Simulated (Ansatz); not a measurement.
# GaH4C4I3N2: the cost of one run

Program: Ansatz 0.2.0. Level of theory: DFT PBEsol, scalar-relativistic, plane waves, PAW. These are calculated values, not measurements.

## Step 1: The starting structure

Symmetry: P-1, No. 2, triclinic system. Conventional cell: a = 7.188 Å, b = 9.382 Å, c = 9.432 Å, α = 60.95°, β = 79.67°, γ = 88.32°. Around Ga (site symmetry 1) lie 1 N at 2.06 Å and 3 I at 2.54 Å. H (site symmetry 1) has 1 C at 1.09 Å in its first shell of neighbours. C (site symmetry 1) is surrounded by 1 H at 1.09 Å and 1 N at 1.34 Å. Only part of the 14 independent sites is listed.

As a file:

```cif
data_structure
_symmetry_space_group_name_H-M 'P 1'
_symmetry_Int_Tables_number 1
_cell_length_a 7.1877
_cell_length_b 9.3824
_cell_length_c 9.4322
_cell_angle_alpha 60.946
_cell_angle_beta 79.666
_cell_angle_gamma 88.316
_cell_volume 545.80
loop_
_atom_site_label
_atom_site_type_symbol
_atom_site_fract_x
_atom_site_fract_y
_atom_site_fract_z
_atom_site_occupancy
Ga1 Ga 0.13516 0.32488 0.34363 1
Ga2 Ga 0.86484 0.67512 0.65637 1
H1 H 0.36505 0.58454 0.35771 1
H2 H 0.63495 0.41546 0.64229 1
H3 H 0.41759 0.89165 0.19090 1
H4 H 0.58241 0.10835 0.80910 1
H5 H 0.05179 0.90119 0.89179 1
H6 H 0.94821 0.09881 0.10821 1
H7 H 0.98970 0.59658 0.06332 1
H8 H 0.01030 0.40342 0.93668 1
C1 C 0.29552 0.65660 0.25322 1
C2 C 0.70448 0.34340 0.74678 1
C3 C 0.32374 0.82613 0.15982 1
C4 C 0.67626 0.17387 0.84018 1
C5 C 0.12241 0.83171 0.99618 1
C6 C 0.87759 0.16829 0.00382 1
C7 C 0.08900 0.66278 0.08891 1
C8 C 0.91100 0.33722 0.91109 1
I1 I 0.34256 0.24686 0.14670 1
I2 I 0.65744 0.75314 0.85330 1
I3 I 0.23830 0.23900 0.61607 1
I4 I 0.76170 0.76100 0.38393 1
I5 I 0.78487 0.26979 0.36639 1
I6 I 0.21513 0.73021 0.63361 1
N1 N 0.17765 0.57634 0.21622 1
N2 N 0.82235 0.42366 0.78378 1
N3 N 0.23941 0.91412 0.03063 1
N4 N 0.76059 0.08588 0.96937 1
```

It is the result of an earlier relaxation at this level (volume 19.49 Å³/atom; gap on the mesh: 2.18 eV).

## Step 2: Relaxing with PBEsol

Input file input.yaml:

```yaml
crystal:
  lattice:
    - [7.1876364516, -0.0358964569, -0.0035080806]
    - [0.3225787049, 9.3768237204, -0.0246082564]
    - [1.7186732049, 4.5453495365, 8.08409872]
  atoms:
    - { symbol: Ga, position: [0.135157934, 0.324877256, 0.343626879] }
    - { symbol: Ga, position: [0.864842066, 0.675122744, 0.656373121] }
    - { symbol: H, position: [0.3650480509, 0.5845366006, 0.3577054037] }
    - { symbol: H, position: [0.6349519491, 0.4154633994, 0.6422945963] }
    - { symbol: H, position: [0.4175905824, 0.8916531721, 0.1909014359] }
    - { symbol: H, position: [0.5824094176, 0.1083468279, 0.8090985641] }
    - { symbol: H, position: [0.0517909164, 0.9011919486, 0.8917861345] }
    - { symbol: H, position: [0.9482090836, 0.0988080514, 0.1082138655] }
    - { symbol: H, position: [-0.0103042326, 0.596576483, 0.0633238705] }
    - { symbol: H, position: [1.0103042326, 0.403423517, 0.9366761295] }
    - { symbol: C, position: [0.2955220976, 0.6566003338, 0.2532191562] }
    - { symbol: C, position: [0.7044779024, 0.3433996662, 0.7467808438] }
    - { symbol: C, position: [0.3237353375, 0.8261264247, 0.1598171442] }
    - { symbol: C, position: [0.6762646625, 0.1738735753, 0.8401828558] }
    - { symbol: C, position: [0.1224126398, 0.8317065422, 0.9961773164] }
    - { symbol: C, position: [0.8775873602, 0.1682934578, 0.0038226836] }
    - { symbol: C, position: [0.0890037081, 0.6627779212, 0.0889072646] }
    - { symbol: C, position: [0.9109962919, 0.3372220788, 0.9110927354] }
    - { symbol: I, position: [0.3425629692, 0.2468587401, 0.1466951313] }
    - { symbol: I, position: [0.6574370308, 0.7531412599, 0.8533048687] }
    - { symbol: I, position: [0.2383001376, 0.2389984742, 0.6160728688] }
    - { symbol: I, position: [0.7616998624, 0.7610015258, 0.3839271312] }
    - { symbol: I, position: [0.7848662901, 0.2697881344, 0.3663935741] }
    - { symbol: I, position: [0.2151337099, 0.7302118656, 0.6336064259] }
    - { symbol: "N", position: [0.1776515397, 0.5763397936, 0.2162240563] }
    - { symbol: "N", position: [0.8223484603, 0.4236602064, 0.7837759437] }
    - { symbol: "N", position: [0.239409594, 0.9141189679, 0.0306332724] }
    - { symbol: "N", position: [0.760590406, 0.0858810321, 0.9693667276] }
basis:
  ecutwfc: 420
kpoints:
  mp_grid: { grid: [4, 4, 4] }
hamiltonian:
  xc: pbesol
scf:
  occupations: { method: gaussian, width: 0.02 }
output:
  forces: true
  stress: true
  eigenvalues: true
relax:
  adjacent_minimum: "off"
  f_tol: 0.005
  max_steps: 50
  cell: { stress_tol: 0.05 }
```

Launch:

```
$ ansatz run input.yaml --threads 8 --pin off --max-ram 22528MiB --backend cpu --events-out ev --progress --plain --runs-dir out
```

**Question.** How long does this run take on 8 threads of Arm Neoverse V2, shared host, and how much memory does it need?

About 9.8 min, with a peak of 4.1 GiB.
